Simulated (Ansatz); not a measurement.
**C3H6ClFSi: up Jacob's ladder to CCSD(T)**

An exercise on one series of results from a longer session: the logs are not shown, and one member is left open.

Method: functionals in def2-TZVPP, the program's frozen cores in correlated methods; program: Ansatz 0.2.0, Gaussian basis.

The runs, in order: PBE-D4, r2SCAN-D4, PBE0-D4, B3LYP-D4, ωB97X-V, ωB97M-V, B2PLYP; CCSD(T)/def2-TZVPP; MP2/def2-QZVPP; extrapolation to the limit.

**The relaxed structure**

The geometry comes from an earlier relaxation with PBE0-D4 in a triple-zeta def2 set; it is a stationary point, not always the lowest conformer.

SMILES `C=C[Si](C)(F)Cl`, 12 atoms, charge 0, spin multiplicity 1.

Atoms are counted from 1 here; the program's logs count them from 0.

Bond lengths: C1–C2 1.330 Å, C1–H7 1.086 Å, C1–H8 1.086 Å, C2–Si3 1.843 Å, C2–H9 1.089 Å, Si3–C4 1.846 Å, Si3–F5 1.597 Å, Si3–Cl6 2.053 Å, C4–H10 1.093 Å, C4–H11 1.092 Å, C4–H12 1.092 Å. Angles: C2–C1–H7 122.0°, C2–C1–H8 122.2°, H7–C1–H8 115.8°, C1–C2–Si3 122.7°, C1–C2–H9 118.6°, Si3–C2–H9 118.7°, C2–Si3–C4 114.6°, C2–Si3–F5 108.7°, C2–Si3–Cl6 108.7°, C4–Si3–F5 109.0°, C4–Si3–Cl6 109.8°, F5–Si3–Cl6 105.7°, Si3–C4–H10 110.8°, Si3–C4–H11 109.7°, Si3–C4–H12 111.1°, H10–C4–H11 108.3°, H10–C4–H12 108.8°, H11–C4–H12 108.1°.

Coordinates:

```mol
C3H6ClFSi
  3D, bonds by distance, orders not assigned

 12 11  0  0  0  0  0  0  0  0999 V2000
   -1.9124    0.3094    0.0841 C   0  0
   -0.8570    1.1153    0.1629 C   0  0
    0.8763    0.5036    0.0219 Si  0  0
    1.0291   -1.3148   -0.2569 C   0  0
    1.5954    1.2748   -1.1774 F   0  0
    1.9020    1.0337    1.7198 Cl  0  0
   -1.8095   -0.7608   -0.0721 H   0  0
   -2.9300    0.6784    0.1736 H   0  0
   -1.0237    2.1786    0.3257 H   0  0
    0.5290   -1.6081   -1.1833 H   0  0
    2.0835   -1.5876   -0.3359 H   0  0
    0.5941   -1.8775    0.5715 H   0  0
  1  2  8  0
  2  3  8  0
  3  4  8  0
  3  5  8  0
  3  6  8  0
  1  7  8  0
  1  8  8  0
  2  9  8  0
  4 10  8  0
  4 11  8  0
  4 12  8  0
M  END
```

The first run:

Contents of in.yaml:

```yaml
crystal:
  periodic: [false, false, false]
  atoms:
    - {symbol: C, position_ang: [-1.912406, 0.309412, 0.084066]}
    - {symbol: C, position_ang: [-0.856969, 1.115263, 0.162925]}
    - {symbol: Si, position_ang: [0.876348, 0.503561, 0.021923]}
    - {symbol: C, position_ang: [1.029076, -1.314769, -0.256935]}
    - {symbol: F, position_ang: [1.595359, 1.274798, -1.177423]}
    - {symbol: Cl, position_ang: [1.902049, 1.033696, 1.719847]}
    - {symbol: H, position_ang: [-1.809496, -0.760831, -0.072066]}
    - {symbol: H, position_ang: [-2.930019, 0.678427, 0.173588]}
    - {symbol: H, position_ang: [-1.023651, 2.178553, 0.325693]}
    - {symbol: H, position_ang: [0.529045, -1.608093, -1.183270]}
    - {symbol: H, position_ang: [2.083518, -1.587609, -0.335928]}
    - {symbol: H, position_ang: [0.594145, -1.877510, 0.571482]}
basis:
  gaussian: {orbitals: def2-TZVPP}
hamiltonian: {xc: pbe, dispersion: d4}
output: {forces: true, orbitals: {seedname: orbitals}}
```

Launch:

```sh
> ansatz run in.yaml --threads 2 --pin off --events-out ev --progress --plain --max-ram 22528MiB --backend cuda --devices 0, --max-vram 18GiB
```

Steps of the session up to this table: PBE-D4 (GGA); r2SCAN-D4 (meta-GGA); PBE0-D4 (hybrid); B3LYP-D4 (hybrid); ωB97X-V (range-separated); ωB97M-V (range-separated); B2PLYP (double hybrid); CCSD(T) in def2-TZVPP; MP2 in def2-QZVPP.

One table of the session follows, with a row left open; its other results are not shown here.

```
            method  atomisation energy (eV)
            PBE-D4                   51.098
         r2SCAN-D4                   50.455
           PBE0-D4                   50.390
          B3LYP-D4                   50.122
           ωB97X-V                   50.328
           ωB97M-V                   50.435
            B2PLYP                   49.708
     HF/def2-TZVPP                   38.056
    MP2/def2-TZVPP                        ?
   CCSD/def2-TZVPP                   48.328
CCSD(T)/def2-TZVPP                   49.043
           MP2/CBS                   51.314
       CCSD(T)/CBS                   50.311
```

**Question.** Estimate the row for MP2/def2-TZVPP.

As computed: atomisation energy (eV): 50.045. In the column «atomisation energy (eV)» it lies between B2PLYP (49.708) and B3LYP-D4 (50.122).

Limits of these values: Free atoms (3 C, 1 Si, 1 F, 1 Cl, 6 H) were run apart at each level; the atomisation energy is their sum less the molecule, without zero-point or spin-orbit terms.
